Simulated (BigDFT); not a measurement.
Molecule: F4Sn, in a box.

```
F Sn
1.0
    12.00000    0.00000    0.00000
     0.00000   12.00000    0.00000
     0.00000    0.00000   12.00000
F Sn
4 1
Direct
  0.49581 0.42596 0.62690
  0.37784 0.61024 0.49535
  0.44515 0.39326 0.37877
  0.62433 0.55993 0.45157
  0.48578 0.49735 0.48815
```

- Program: BigDFT 1.9.6
- Task: single point
- Functional: PBE
- Potentials or basis: GTH-PBE (F q7, Sn q4)
- Grid spacing: 0.27 bohr
- Occupations: fixed
- Spin: no spin polarisation

On this cell: largest force not listed.

The same run follows on a disturbed copy (atoms moved at random, drawn with an rms of 0.05 Å):

```
CELL_PARAMETERS angstrom
12.00000 0.00000 0.00000
0.00000 12.00000 0.00000
0.00000 0.00000 12.00000
ATOMIC_POSITIONS crystal
F 0.49315 0.42805 0.62337
Sn 0.48171 0.49569 0.48603
F 0.37234 0.61315 0.49693
F 0.44635 0.39516 0.37752
F 0.62451 0.56188 0.45193
```

What does the disturbed cell give?

The energy moves by +20.8 meV/atom; largest force 2.816 eV/Å.

Forces on the atoms (eV/Å):
```
F    0.021 -0.737  1.307
Sn   0.642  2.739  0.114
F    0.300 -0.397 -0.042
F   -0.488 -1.379 -1.418
F   -0.475 -0.226  0.039
```

Caveats: the noise in the forces, which the program reports and removes, is over 0.05 eV/Å, so forces are rough (some runs); boundaries are free: the box only frames the coordinates (some runs).
